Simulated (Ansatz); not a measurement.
**C₂H₇BSn: how energies converge with the basis set**

One table from this session's results is given with a row withheld; the runs are named, their logs left out.

Computed with Ansatz 0.2.0, Gaussian basis. Level: one geometry, several basis sets.

Levels to be run: PBE0-D4/def2-SVP; ωB97M-V/def2-SVP; PBE0-D4/def2-QZVPP; ωB97M-V/def2-QZVPP; the functionals' def2-TZVPP values are taken from earlier runs.

### The relaxed structure

The geometry comes from an earlier relaxation with PBE0-D4 in a triple-zeta def2 set; it is a stationary point, not always the lowest conformer. Sn takes the def2 core potential; no spin-orbit term is included.

SMILES `B/C=[CH]/[SnH3]`, 11 atoms, charge 0, spin multiplicity 1.

Atoms are counted from 1 here; the program's logs count them from 0.

Bond lengths: B1–C2 1.537 Å, B1–H5 1.197 Å, B1–H6 1.198 Å, C2–C3 1.344 Å, C2–H7 1.091 Å, C3–Sn4 2.140 Å, C3–H8 1.090 Å, Sn4–H9 1.706 Å, Sn4–H10 1.706 Å, Sn4–H11 1.706 Å. Angles: C2–B1–H5 121.9°, C2–B1–H6 118.6°, H5–B1–H6 119.5°, B1–C2–C3 120.6°, B1–C2–H7 120.6°, C3–C2–H7 118.7°, C2–C3–Sn4 124.6°, C2–C3–H8 117.5°, Sn4–C3–H8 117.9°, C3–Sn4–H9 109.2°, C3–Sn4–H10 109.6°, C3–Sn4–H11 109.2°, H9–Sn4–H10 109.9°, H9–Sn4–H11 109.1°, H10–Sn4–H11 109.9°.

The first run:

Input file in.yaml:

```yaml
crystal:
  periodic: [false, false, false]
  atoms:
    - {symbol: B, position_ang: [-0.982695, 1.933126, 1.044135]}
    - {symbol: C, position_ang: [-0.772018, 0.545046, 0.417805]}
    - {symbol: C, position_ang: [0.439631, 0.171900, -0.028726]}
    - {symbol: Sn, position_ang: [0.875592, -1.724117, -0.920805]}
    - {symbol: H, position_ang: [-2.051718, 2.288648, 1.448530]}
    - {symbol: H, position_ang: [-0.044842, 2.674679, 1.126075]}
    - {symbol: H, position_ang: [-1.603089, -0.155465, 0.327022]}
    - {symbol: H, position_ang: [1.254878, 0.888136, 0.072427]}
    - {symbol: H, position_ang: [-0.097931, -1.928265, -2.306867]}
    - {symbol: H, position_ang: [2.523978, -1.786225, -1.355274]}
    - {symbol: H, position_ang: [0.523612, -2.964465, 0.196476]}
basis:
  gaussian: {orbitals: def2-SVP}
hamiltonian: {xc: pbe0, dispersion: d4}
output: {orbitals: {seedname: orbitals}}
```

Among the steps run: PBE0-D4 in def2-SVP; ωB97M-V in def2-SVP; PBE0-D4 in def2-QZVPP; ωB97M-V in def2-QZVPP.

One of the session's tables, all rows but one given; the rest of the session is left out.

It belongs to the step «Density functionals: the series». 

```
functional       basis  HOMO (eV)  LUMO (eV)
   PBE0-D4    def2-SVP      -8.17      -2.23
   PBE0-D4  def2-TZVPP          ?          ?
   PBE0-D4  def2-QZVPP      -8.18      -2.31
   ωB97M-V    def2-SVP     -10.32      -0.14
   ωB97M-V  def2-TZVPP     -10.35      -0.28
   ωB97M-V  def2-QZVPP     -10.35      -0.32
```

**Question.** Estimate the row for PBE0-D4, def2-TZVPP.

**Answer.** HOMO (eV): -8.17; LUMO (eV): -2.29.
